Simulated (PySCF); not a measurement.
Molecule: CNAsH4, in a box.

```
C N As H
1.0
    13.00000    0.00000    0.00000
     0.00000   12.00000    0.00000
     0.00000    0.00000   12.00000
C N As H
1 1 1 4
Direct
  0.44068 0.50590 0.46394
  0.44777 0.52412 0.58137
  0.54184 0.40863 0.53696
  0.37057 0.46503 0.43672
  0.47092 0.56773 0.40647
  0.48718 0.59487 0.59919
  0.63143 0.48539 0.50444
```

Program: PySCF 2.14.0. Alike in all runs: task atomic charges; potentials or basis pob-tzvp-rev2 (all-electron); no spin polarisation; cell as given; k mesh 1 × 1 × 1; smearing fixed.

Question: Order these runs on this cell by their band gap on the k mesh, lowest first.
A. level M06; exxdiv ewald
B. level LDA
C. level X3LYP+D4; three-body dispersion term yes; exxdiv ewald

Answer: B (4.56 eV), C (6.47 eV), A (6.82 eV).

Caveats: this is a molecule in a periodic box at the Γ point, so its band gap is the HOMO-LUMO gap; relativity is left out, which matters for the heavier elements; the basis of atomic orbitals isn't converged, which shifts pressures, moduli and gaps.

